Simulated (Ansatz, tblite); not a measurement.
**C18H14O6S5: one state, many levels**

Aim: run the singlet of C18H14O6S5 at one geometry on many levels, and compare frontier levels, spin and run time.

Program: Ansatz 0.2.0, Gaussian basis. Level of theory: as each input shows. These are calculated values, not measurements.

Plan: GFN1-xTB, GFN2-xTB, PBE-D4/def2-TZVP, r2SCAN-D4/def2-TZVP, B97M-V/def2-TZVP, r2SCAN0-D4/def2-TZVP, revPBE-D4/def2-TZVP, PBE+5HF/def2-SVP, PBE+10HF/def2-SVP, PBE+15HF/def2-SVP, PBE+35HF/def2-SVP, PBE+50HF/def2-SVP, PBE-D4/def2-SVP, PBE0-D4/def2-SVP, HF/STO-3G, MP2/def2-SVP, RPA/def2-SVP.

## (1) The relaxed structure

The singlet was relaxed beforehand with PBE-D4/def2-SVP.

SMILES `Sc1sc(-c2sc(-c3sc(S)c4c3OCCO4)c3c2OCCO3)c2c1OCCO2`, 43 atoms, charge 0, spin multiplicity 1.

Bond lengths: S1–C2 1.753 Å, S1–H30 1.372 Å, C2–S3 1.756 Å, C2–C25 1.391 Å, S3–C4 1.758 Å, C4–C5 1.434 Å, C4–C24 1.397 Å, C5–S6 1.762 Å, C5–C19 1.396 Å, S6–C7 1.762 Å, C7–C8 1.434 Å, C7–C18 1.396 Å, C8–S9 1.758 Å, C8–C13 1.397 Å, S9–C10 1.756 Å, C10–S11 1.753 Å, C10–C12 1.391 Å, S11–H31 1.372 Å and more. Angles: C2–S1–H30 98.5°, S1–C2–S3 121.7°, S1–C2–C25 127.6°, S3–C2–C25 110.6°, C2–S3–C4 92.7°, S3–C4–C5 122.9°, S3–C4–C24 109.6°, C5–C4–C24 127.5°, C4–C5–S6 122.5°, C4–C5–C19 127.5°, S6–C5–C19 110.0°, C5–S6–C7 92.5°, S6–C7–C8 122.5°, S6–C7–C18 110.0°, C8–C7–C18 127.5°, C7–C8–S9 122.9°, C7–C8–C13 127.5°, S9–C8–C13 109.6° and more.

PBE0-D4/def2-TZVP was run before; its log isn't repeated, and its numbers join the tables.

## (2) GFN1-xTB

Tight binding, by tblite at 300 K electronic temperature and without a spin-polarisation term:

```python
tblite.interface.Calculator('GFN1-xTB', numbers, positions, charge=0, uhf=0).singlepoint()
```

Energy -2511.4667 eV, HOMO -9.87 eV, LUMO -8.01 eV; 0.15 s.

## (3) GFN2-xTB

Tight binding, by tblite at 300 K electronic temperature and without a spin-polarisation term:

```python
tblite.interface.Calculator('GFN2-xTB', numbers, positions, charge=0, uhf=0).singlepoint()
```

Energy -2348.8072 eV, HOMO -9.66 eV, LUMO -7.90 eV; 0.14 s.

## (4) PBE-D4/def2-TZVP

start.molden holds the orbitals of an earlier run on this state, given as this run's starting guess.

The input, in.yaml:

```yaml
crystal:
  periodic: [false, false, false]
  atoms:
    - {symbol: S, position_ang: [-6.846706, -1.303759, -0.046178]}
    - {symbol: C, position_ang: [-5.172188, -0.798365, 0.074772]}
    - {symbol: S, position_ang: [-3.850369, -1.946096, -0.063295]}
    - {symbol: C, position_ang: [-2.633144, -0.682767, 0.054087]}
    - {symbol: C, position_ang: [-1.225691, -0.948825, -0.017820]}
    - {symbol: S, position_ang: [-0.016553, 0.331768, 0.030748]}
    - {symbol: C, position_ang: [1.313490, -0.810454, -0.144153]}
    - {symbol: C, position_ang: [2.687088, -0.398111, -0.153680]}
    - {symbol: S, position_ang: [4.024131, -1.535223, -0.257202]}
    - {symbol: C, position_ang: [5.224847, -0.256706, -0.172118]}
    - {symbol: S, position_ang: [6.942126, -0.607826, -0.130125]}
    - {symbol: C, position_ang: [4.610113, 0.986912, -0.066986]}
    - {symbol: C, position_ang: [3.184964, 0.903856, -0.061713]}
    - {symbol: O, position_ang: [2.379198, 2.005239, 0.036220]}
    - {symbol: C, position_ang: [3.093713, 3.145975, 0.517353]}
    - {symbol: C, position_ang: [4.422255, 3.295783, -0.213504]}
    - {symbol: O, position_ang: [5.275254, 2.171291, 0.018683]}
    - {symbol: C, position_ang: [0.815549, -2.111529, -0.235221]}
    - {symbol: C, position_ang: [-0.600913, -2.189086, -0.160767]}
    - {symbol: O, position_ang: [-1.281330, -3.371223, -0.228773]}
    - {symbol: C, position_ang: [-0.467181, -4.433321, -0.735380]}
    - {symbol: C, position_ang: [0.909319, -4.424958, -0.080432]}
    - {symbol: O, position_ang: [1.609967, -3.213196, -0.377546]}
    - {symbol: C, position_ang: [-3.257948, 0.558541, 0.196318]}
    - {symbol: C, position_ang: [-4.684225, 0.498106, 0.203719]}
    - {symbol: O, position_ang: [-5.463824, 1.606701, 0.329232]}
    - {symbol: C, position_ang: [-4.723954, 2.748686, 0.770224]}
    - {symbol: C, position_ang: [-3.393807, 2.866503, 0.036433]}
    - {symbol: O, position_ang: [-2.565791, 1.733416, 0.308085]}
    - {symbol: H, position_ang: [-7.098454, -1.490935, 1.289685]}
    - {symbol: H, position_ang: [7.198942, -0.522930, -1.475411]}
    - {symbol: H, position_ang: [2.445646, 4.026144, 0.339691]}
    - {symbol: H, position_ang: [3.272335, 3.046826, 1.613109]}
    - {symbol: H, position_ang: [4.236347, 3.410209, -1.306719]}
    - {symbol: H, position_ang: [4.970542, 4.187985, 0.147438]}
    - {symbol: H, position_ang: [-0.360713, -4.332430, -1.840043]}
    - {symbol: H, position_ang: [-1.002410, -5.376949, -0.513530]}
    - {symbol: H, position_ang: [0.803468, -4.538117, 1.023103]}
    - {symbol: H, position_ang: [1.533072, -5.254802, -0.465680]}
    - {symbol: H, position_ang: [-4.540331, 2.679750, 1.867634]}
    - {symbol: H, position_ang: [-5.360904, 3.633163, 0.572955]}
    - {symbol: H, position_ang: [-3.571726, 2.951550, -1.060623]}
    - {symbol: H, position_ang: [-2.834227, 3.759173, 0.377408]}
basis:
  gaussian: {orbitals: def2-TZVP, fitting: {mean_field: def2-universal-jkfit}, initial_orbitals: start.molden}
hamiltonian: {xc: pbe, dispersion: d4}
scf: {omitted_lower_state_checks: [starts]}
output: {forces: true, orbitals: {seedname: orbitals}}
```

Started as:

```console
> ansatz run in.yaml --threads 2 --pin off --events-out ev --progress --plain --max-ram 32768MiB --backend cuda --devices 0, --max-vram 18GiB
```

Further steps of the session: r2SCAN-D4/def2-TZVP; B97M-V/def2-TZVP; r2SCAN0-D4/def2-TZVP; revPBE-D4/def2-TZVP; PBE+5HF/def2-SVP; PBE+10HF/def2-SVP; PBE+15HF/def2-SVP; PBE+35HF/def2-SVP; PBE+50HF/def2-SVP; PBE-D4/def2-SVP; PBE0-D4/def2-SVP; HF/STO-3G; MP2/def2-SVP; RPA/def2-SVP.

**Question.** What will the summary of the whole plan be? Wanted: gap in def2-TZVP, named functionals, smallest and largest; gap over the share of exact exchange; correlation energy, MP2/def2-SVP; binding an atom, functionals in def2-TZVP; PBE0 total energy, smallest basis above largest.

**Answer**, as computed:

```
                                                 quantity                                   value
gap in def2-TZVP, named functionals, smallest and largest  1.95 eV (PBE-D4), 3.40 eV (r2SCAN0-D4)
                     gap over the share of exact exchange            1.97 eV at 0, 4.81 eV at 0.5
                         correlation energy, MP2/def2-SVP                              -111.97 eV
                binding an atom, functionals in def2-TZVP   4.69 (r2SCAN0-D4) to 5.01 eV (PBE-D4)
          PBE0 total energy, smallest basis above largest          52.90 eV (def2-SVP, def2-TZVP)
```

In words: Orbital gaps of the named functionals in def2-TZVP span 1.95 eV (PBE-D4) to 3.40 eV (r2SCAN0-D4); exact exchange widens it. Raising the share of exact exchange from 0 to 0.5 moves the HOMO by -1.84 eV and the LUMO by +1.00 eV.
